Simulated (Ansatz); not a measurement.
# CH3Cl2Ga: how energies converge with the basis set

An exercise on one series of results from a longer session: the logs are not shown, and one member is left open.

The runs use Ansatz 0.2.0, Gaussian basis; one geometry, several basis sets.

Plan: PBE0-D4/def2-SVP; ωB97M-V/def2-SVP; PBE0-D4/def2-QZVPP; ωB97M-V/def2-QZVPP; the functionals' def2-TZVPP values are taken from earlier runs.

## The relaxed structure

An earlier PBE0-D4 in a triple-zeta def2 set relaxation fixed the geometry.

SMILES `[CH3][Ga]([Cl])[Cl]`, 7 atoms, charge 0, spin multiplicity 1.

Atoms are counted from 1 here; the program's logs count them from 0.

Bond lengths: C1–Ga2 1.943 Å, C1–H5 1.089 Å, C1–H6 1.091 Å, C1–H7 1.092 Å, Ga2–Cl3 2.138 Å, Ga2–Cl4 2.138 Å. Angles: Ga2–C1–H5 110.5°, Ga2–C1–H6 109.5°, Ga2–C1–H7 109.2°, H5–C1–H6 109.9°, H5–C1–H7 109.5°, H6–C1–H7 108.2°, C1–Ga2–Cl3 122.7°, C1–Ga2–Cl4 123.5°, Cl3–Ga2–Cl4 113.8°.

Geometry (Å):

```xyz
7
CH3Cl2Ga
C    -0.21002    0.97923   -0.11861
Ga    0.18037   -0.91106    0.10648
Cl    1.85307   -1.61832    1.23484
Cl   -1.00565   -2.47104   -0.74737
H    -1.16010    1.11350   -0.63379
H    -0.24593    1.46332    0.85835
H     0.58826    1.44436   -0.69987
```

The first run:

in.yaml reads:

```yaml
crystal:
  periodic: [false, false, false]
  atoms:
    - {symbol: C, position_ang: [-0.210015, 0.979231, -0.118610]}
    - {symbol: Ga, position_ang: [0.180372, -0.911056, 0.106475]}
    - {symbol: Cl, position_ang: [1.853066, -1.618317, 1.234841]}
    - {symbol: Cl, position_ang: [-1.005653, -2.471044, -0.747371]}
    - {symbol: H, position_ang: [-1.160100, 1.113497, -0.633794]}
    - {symbol: H, position_ang: [-0.245933, 1.463319, 0.858352]}
    - {symbol: H, position_ang: [0.588263, 1.444360, -0.699872]}
basis:
  gaussian: {orbitals: def2-SVP}
hamiltonian: {xc: pbe0, dispersion: d4}
output: {orbitals: {seedname: orbitals}}
```

Launch:

```sh
$ ansatz run in.yaml --threads 4 --pin off --events-out ev --progress --plain --max-ram 10444MiB
```

Among the steps run: PBE0-D4 in def2-SVP; ωB97M-V in def2-SVP; PBE0-D4 in def2-QZVPP; ωB97M-V in def2-QZVPP.

One table of the session follows, with a row left open; its other results are not shown here.

It belongs to the step «Density functionals: the series». 

```
functional       basis  HOMO (eV)
   PBE0-D4    def2-SVP      -8.68
   PBE0-D4  def2-TZVPP          ?
   PBE0-D4  def2-QZVPP      -8.82
   ωB97M-V    def2-SVP     -10.83
   ωB97M-V  def2-TZVPP     -10.97
   ωB97M-V  def2-QZVPP     -11.01
```

**Question.** Estimate the row for PBE0-D4, def2-TZVPP.

The run gave: HOMO (eV): -8.79. In the column «HOMO (eV)» it lies between PBE0-D4, def2-QZVPP (-8.82) and PBE0-D4, def2-SVP (-8.68).
